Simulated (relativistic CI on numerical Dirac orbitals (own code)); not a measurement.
# V: the cost of one run

Program: relativistic CI on numerical Dirac orbitals (own code) version 3. Level of theory: charge-transfer multiplet model of a cubic metal-ligand cluster with up to 2 ligand holes, Slater and spin-orbit integrals from Dirac-Coulomb-Breit ions, Slater integrals scaled by 0.8. These are calculated values, not measurements, unless marked.

## (1) What is computed

| Property | Result |
| --- | --- |
| ion | V²⁺ (V III) |
| nuclear charge | 23 |
| electrons | 21 |
| d electrons | 3 |
| ligand holes at most | 2 |
| parameters | in eV; Veg, Vt2g hoppings, tenDq and tenDqL metal and ligand splittings (negative tenDq: tetrahedral), red the scaling of hopping with a core hole |
| temperature | 300 K |
| widths | Lorentz 1.4 eV, Gauss 0.8 eV |

## (2) Udd = 4.9 eV

Settings, as recorded:

```ini
cluster ion=V2+ d3 ligand_holes=2 slater_scale=0.8
Delta=5.2 Udd=4.9 Upd=5.7 tenDq=0.5 tenDqL=0.4 Veg=3 Vt2g=-1.49 red=1
spectrum xps 3s T=300 lorentz=1.4 gauss=0.8
```

On the command line:

```
$ python run_levels.py task.json out
```

One command runs all members of the session, one after another, from task.json.

Q: Estimate wall time and peak memory on 1 thread of AMD EPYC 9R45, shared host.

About 2.9 s, with a peak of 0.22 GiB.
